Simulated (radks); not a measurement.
# In in [Kr] 4d10 5s2 5p1: an all-electron calculation

An exercise on one series of results from a longer session: the logs are not shown, and one member is left open.

Method: Dirac Kohn-Sham, PBE, spin-unpolarised, spherical densities, finite nucleus; open shells are shared between the two j in proportion to 2j + 1. Code: radks (a radial shooting solver on a logarithmic mesh, Libxc functionals) version 1.

**What is computed**

- element: indium (Z = 49)
- charge: 0
- electrons: 49
- configuration: [Kr] 4d10 5s2 5p1
- nuclear rms radius: 4.6156 fm

Outer shells as boxes (Hund's rule):

In
```
[Kr] core
4d [↑↓][↑↓][↑↓][↑↓][↑↓]
5s [↑↓]
5p [↑ ][  ][  ]
```

Set-up of the first run:

The run's settings:

```text
Z 49
configuration [Kr] 4d10 5s2 5p1
relativity Dirac
functional pbe,pbe
spin unpolarised
j_filling average
nucleus finite rms 4.6156 fm
c 137.035999084
```

One of the session's tables, all rows but one given; the rest of the session is left out.

It belongs to the step «Orbitals and density». Radial moments (bohr):

```
level      <r>  outermost maximum (interpolated)  90 % within  nodes
1s1/2  0.02971                            0.0192       0.0534      0
2s1/2   0.1281                             0.109        0.199      1
2p1/2   0.1085                            0.0838        0.178      0
2p3/2   0.1137                            0.0883        0.185      0
3s1/2   0.3483                             0.316        0.513      2
3p1/2   0.3394                             0.302        0.511      1
3p3/2   0.3505                             0.312        0.527      1
3d3/2   0.3223                             0.257        0.509      0
3d5/2   0.3258                             0.259        0.514      0
4s1/2   0.8481                             0.770         1.23      3
4p1/2   0.9013                             0.800         1.33      2
4p3/2   0.9317                             0.824         1.37      2
4d3/2    1.173                             0.926         1.85      1
4d5/2    1.190                             0.936         1.88      1
5s1/2    2.610                              2.16         3.92      4
5p1/2        ?                                 ?            ?      ?
5p3/2    3.806                              2.90         5.99      3
```

**Question.** Estimate the row for 5p1/2.

**Answer.** <r>: 3.616; outermost maximum (interpolated): 2.77; 90 % within: 5.68; nodes: 3. In the column «<r>» it lies between 5s1/2 (2.610) and 5p3/2 (3.806).

Limits of these values: Spin polarisation and multiplet splitting are left out.
